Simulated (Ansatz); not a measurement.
# Hf: a tetragonal deformation path

One table from this session's results is given with a row withheld; the runs are named, their logs left out.

Computed with Ansatz 0.2.0 (DFT r2SCAN, scalar-relativistic, plane waves, PAW, unless a step's input says otherwise).

## The starting structure

It takes space group Fm-3m (No. 225, cubic). Conventional cell: a = 4.440 Å, b = 4.440 Å, c = 4.440 Å, α = 90.00°, β = 90.00°, γ = 90.00°. Hf (site symmetry m-3m) is surrounded by 12 Hf at 3.14 Å.

As a file:

```cif
data_structure
_symmetry_space_group_name_H-M 'P 1'
_symmetry_Int_Tables_number 1
_cell_length_a 3.1396
_cell_length_b 3.1396
_cell_length_c 3.1396
_cell_angle_alpha 60.000
_cell_angle_beta 60.000
_cell_angle_gamma 60.000
_cell_volume 21.88
loop_
_atom_site_label
_atom_site_type_symbol
_atom_site_fract_x
_atom_site_fract_y
_atom_site_fract_z
_atom_site_occupancy
Hf1 Hf 0.00000 0.00000 0.00000 1
```

No relaxation comes first: the listed cell is the starting point.

## The reference cell

The reference gives a free energy of -15732.9801 eV, pressure 2.71 GPa, largest force 0.000 eV/Å and gap on the mesh none (metal). It was computed beforehand with the settings of the runs below.

Set-up of the first run:

At fixed volume and fractional coordinates, lengths along (0.000, 0.000, 1.000) are scaled against those across it; ρ is that ratio over its starting value.

File input.yaml:

```yaml
crystal:
  lattice:
    - [0.0, 2.4919911933, 1.7618377736]
    - [2.4919911933, 0.0, 1.7618377736]
    - [2.4919911933, 2.4919911933, 0.0]
  atoms:
    - { symbol: Hf, position: [0.0, 0.0, 0.0] }
basis:
  ecutwfc: 500
kpoints:
  mp_grid: { grid: [20, 20, 20] }
hamiltonian:
  xc: r2scan
scf:
  occupations: { method: gaussian, width: 0.15 }
output:
  forces: true
  stress: true
  eigenvalues: true
```

Started as:

```
ansatz run input.yaml --threads 1 --pin off --max-ram 2560MiB --backend cpu --events-out ev --progress --plain --runs-dir out
```

Among the steps run: Point ρ = 0.707; ρ = 1.414; At ρ = 0.850; Point ρ = 1.200; ρ = 0.780; At ρ = 1.300; ρ = 0.920; Point ρ = 1.100; Point ρ = 0.650; Point ρ = 1.500; Point ρ = 0.960; Point ρ = 1.050.

One of the session's tables, all rows but one given; the rest of the session is left out.

The scan, with free energies counted from the undisturbed cell:

| ρ | ΔE (meV/atom) | pressure (GPa) |
| --- | --- | --- |
| 0.650 | 98.8 | 1.5 |
| 0.707 | 117.6 | 1.4 |
| 0.780 | 95.7 | 1.9 |
| 0.850 | 51.9 | 2.4 |
| 0.920 | 16.2 | 2.6 |
| 0.960 | 4.1 | 2.7 |
| 1.000 | 0.0 | 2.7 |
| 1.050 | 6.3 | 2.7 |
| 1.100 | 23.3 | 2.6 |
| 1.200 | ? | ? |
| 1.300 | 185.4 | 1.4 |
| 1.414 | 331.1 | 0.9 |
| 1.500 | 469.6 | 1.8 |

**Question.** Estimate the row for ρ = 1.200.

Worked estimate for «ΔE (meV/atom)». A straight line through the neighbours (1.100, 23.3) and (1.300, 185.4) gives 23.3 + (185.4 − 23.3) × (1.200 − 1.100) / (1.300 − 1.100) = 104.3; a parabola fitted to 4 rows on both sides gives 89.0.

As computed: ΔE (meV/atom): 86.2; pressure (GPa): 2.0. In «ΔE (meV/atom)» the line misses by +18.1 and the parabola by +2.8.
